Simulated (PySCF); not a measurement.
# C5H12Cl2SeSi (MeSiCl2(SeBu)): the cost of one run

Programs: PySCF 2.14.0, with routines of our own; each step states its level. All values are computed. Atoms count from 0.

## 1. The starting structure

21 atoms, charge 0, multiplicity 1; geometry from: GFN2-xTB.

## 2. Geometry optimisation at PBE0-D3(BJ)/def2-SVP

Job settings and geometry (Å):

```
{"job": {"xc": "PBE0", "basis": "def2-SVP", "d3": "d3bj", "grid": 1, "maxiter": 30, "shake": 0.01, "kind": "geom"}, "charge": 0, "multiplicity": 1}
C     -2.955020    -0.199860     1.053820
C     -2.072330     0.534890     0.056510
C     -1.284950    -0.450100    -0.791070
C     -0.276850     0.231760    -1.750810
Se     1.076310     1.332780    -0.883910
Si     2.170570    -0.259030     0.342840
C      3.941650     0.374380     0.671420
Cl     1.260980    -0.637670     2.110220
Cl     2.230450    -2.008590    -0.672880
H     -3.541880     0.543680     1.646980
H     -3.688740    -0.822150     0.537040
H     -2.381860    -0.785710     1.736700
H     -2.691080     1.185090    -0.609700
H     -1.391070     1.187960     0.612130
H     -0.714200    -1.130020    -0.122400
H     -1.950680    -1.049010    -1.365440
H      0.224710    -0.491060    -2.357720
H     -0.847890     0.928920    -2.397510
H      4.452310    -0.258560     1.388920
H      3.872600     1.393180     1.073330
H      4.495800     0.401390    -0.255470
```

Launch:

```sh
> OMP_NUM_THREADS=1 python heavy_run.py task.json out
```

This one command runs all jobs of the session in turn.

Q: Estimate the wall time and peak memory of this first job on 1 thread of Arm Neoverse V1, shared host.

About 4.2 min, with a peak of 1.3 GiB.
